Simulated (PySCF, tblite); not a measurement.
**C₉H₁₆: geometry, infrared bands and NMR shifts**

What infrared bands and NMR shifts should C₉H₁₆ (`CC#CCCC(C)(C)C`) show?

Programs: tblite 0.8.0 and PySCF 2.14.0, with density-fitted response routines of our own. Each step states its level of theory. These are calculated values for one molecule in the gas phase, unless marked as measured. Atoms are numbered from 0 throughout.

**1. The starting structure**

25 atoms, charge 0, multiplicity 1; geometry from: force field or distance geometry start.

Bonds of the start (Å): C0–C1 1.47, C1–C2 1.19, C2–C3 1.48, C3–C4 1.53, C4–C5 1.55, C5–C6 1.53, C5–C7 1.54, C5–C8 1.53, C0–H9 1.10, C0–H10 1.09, C0–H11 1.09, C3–H12 1.08, C3–H13 1.11, C4–H14 1.10, C4–H15 1.10, C6–H16 1.10, C6–H17 1.10, C6–H18 1.10, C7–H19 1.10, C7–H20 1.09, C7–H21 1.10, C8–H22 1.09, C8–H23 1.09, C8–H24 1.10.

**2. Relaxing the molecule with GFN2-xTB**

What the job is given:

```
{"job": {"kind": "relax", "xc": "GFN2-xTB", "basis": "xTB"}, "charge": 0, "multiplicity": 1}
C      4.633700     0.993700    -0.833300
C      3.294600     0.412000    -0.652800
C      2.220000    -0.079100    -0.483900
C      0.876500    -0.662600    -0.305800
C     -0.112800     0.369700     0.246000
C     -1.563900    -0.135500     0.479100
C     -1.585000    -1.259700     1.522600
C     -2.390400     1.049000     1.019100
C     -2.194400    -0.640200    -0.821500
H      4.590300     2.078700    -0.677100
H      5.340300     0.573100    -0.124400
H      4.991300     0.801800    -1.842500
H      0.525200    -1.069300    -1.245200
H      0.966500    -1.512000     0.395600
H      0.281400     0.789300     1.180800
H     -0.146800     1.219000    -0.450000
H     -2.614400    -1.540700     1.778800
H     -1.086000    -2.171200     1.162400
H     -1.092900    -0.950300     2.460300
H     -3.427700     0.744100     1.211300
H     -1.988500     1.435600     1.959100
H     -2.419600     1.873800     0.297300
H     -3.248300    -0.884600    -0.657500
H     -1.708400    -1.543300    -1.200600
H     -2.151700     0.132800    -1.602200
```

On the command line:

```
$ OMP_NUM_THREADS=1 python probes_run.py task.json out
```

This one command runs all jobs of the session in turn.

**Question.** This job is followed by: GFN2-xTB harmonic vibrations, gas phase; GIAO PBE0/pcSseg-1 NMR shielding, non-relativistic, gas phase. What will the session give for the following? strongest single infrared mode (GFN2-xTB); zero-point energy (GFN2-xTB); 13C shifts against TMS (PBE0/pcSseg-1, means over atoms taken as alike); 1H shifts against TMS (PBE0/pcSseg-1, means over atoms taken as alike).

As calculated:

| quantity | value |
| --- | --- |
| strongest single infrared mode (GFN2-xTB) | 3032 cm⁻¹, 90 km/mol |
| zero-point energy (GFN2-xTB) | 139.9 kcal/mol |
| 13C shifts against TMS (PBE0/pcSseg-1, means over atoms taken as alike) | 86.6, 81.5, 48.5, 32.1, 30.8, 16.7, 4.9 ppm |
| 1H shifts against TMS (PBE0/pcSseg-1, means over atoms taken as alike) | 2.22, 1.95, 1.45, 0.91 ppm |

**Reading.** The optimisation took 31 steps and gained 0.065 eV; among the close pairs (by a distance rule), C2–C3 changed most, from 1.476 to 1.451 Å. The lowest mode is imaginary (31i cm⁻¹), so the xTB geometry is not a minimum. GFN2-xTB is a fitted tight-binding method: band positions and strengths are rough. Its intensities can rank the bands wrongly. At PBE0/pcSseg-1: Shielding is most anisotropic at C2 (span 270 ppm, paramagnetic term -157 ppm).
